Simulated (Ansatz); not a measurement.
# GdN (Fm-3m): which magnetic order lies lowest

One table from this session's results is given with a row withheld; the runs are named, their logs left out.

Method: DFT PBE, scalar-relativistic, plane waves, PAW, in Ansatz 0.2.0.

### The structure to begin with

It takes space group Fm-3m (No. 225, cubic). The conventional cell has a = 4.985 Å, b = 4.985 Å, c = 4.985 Å, α = 90.00°, β = 90.00°, γ = 90.00°. Gd (site symmetry m-3m) has 6 N at 2.49 Å as nearest neighbours. Around N (site symmetry m-3m) lie 6 Gd at 2.49 Å.

Coordinates:

```cif
data_structure
_symmetry_space_group_name_H-M 'P 1'
_symmetry_Int_Tables_number 1
_cell_length_a 3.5246
_cell_length_b 3.5246
_cell_length_c 3.5246
_cell_angle_alpha 60.000
_cell_angle_beta 60.000
_cell_angle_gamma 60.000
_cell_volume 30.96
loop_
_atom_site_label
_atom_site_type_symbol
_atom_site_fract_x
_atom_site_fract_y
_atom_site_fract_z
_atom_site_occupancy
Gd1 Gd 0.00000 0.00000 0.00000 1
N1 N 0.50000 0.50000 0.50000 1
```

This cell comes from an earlier session at PBE: 15.481 Å³/atom at -0.05 GPa, on a 12×12×12 mesh.

Set-up of the first run:

Contents of input.yaml:

```yaml
crystal:
  lattice:
    - [0.0, 2.4922853439, -2.4922853439]
    - [0.0, 2.4922853439, 2.4922853439]
    - [4.9845706878, 0.0, 0.0]
  atoms:
    - { symbol: Gd, position: [0.0, 0.0, 0.0], spin: 7.0 }
    - { symbol: "N", position: [0.0, 1.0, 0.5] }
    - { symbol: Gd, position: [0.5, 0.5, 0.5], spin: 7.0 }
    - { symbol: "N", position: [0.5, 1.5, 1.0] }
basis:
  ecutwfc: 420
  ecutrho_ratio: 4
kpoints:
  mp_grid: { grid: [8, 8, 6] }
hamiltonian:
  xc: pbe
scf:
  occupations: { method: gaussian, width: 0.05 }
  lower_state_search: "off"
output:
  forces: true
  stress: true
  eigenvalues: true
  populations: true
magnetization:
  spin_polarized: true
```

Command:

```
ansatz run input.yaml --threads 2 --pin off --max-ram 5120MiB --backend cpu --events-out ev --progress --plain --runs-dir out
```

Among the steps run: Ferromagnetic, larger cell; Antiferromagnetic, propagation vector (1, 0, 0); Antiferromagnetic, propagation vector (1/2, 1/2, -1/2); No spin polarisation.

One table of the session follows, with a row left open; its other results are not shown here.

It belongs to the step «The orders side by side». 

| order | above the lowest (meV/atom) | largest moment (μB) | pressure (GPa) |
| --- | --- | --- | --- |
| ferromagnetic | 0.0 | 6.86 | 0.0 |
| antiferromagnetic, propagation vector (1, 0, 0) | 3.9 | 6.83 | 0.1 |
| antiferromagnetic, propagation vector (1/2, 1/2, -1/2) | ? | ? | ? |
| no spin polarisation | 3890.9 | 0.00 | -8.9 |

Q: Estimate the row for antiferromagnetic, propagation vector (1/2, 1/2, -1/2) from the others.

The run gave: above the lowest (meV/atom): 4.4; largest moment (μB): 6.84; pressure (GPa): 0.3. In the column «above the lowest (meV/atom)» it lies between antiferromagnetic, propagation vector (1, 0, 0) (3.9) and no spin polarisation (3890.9).

The first row is the run of the earlier session that started with parallel moments (-4859.6759 eV/atom).

Limits of these values: Only these orders were tried, at zero temperature; the one found in experiment may not be among them.
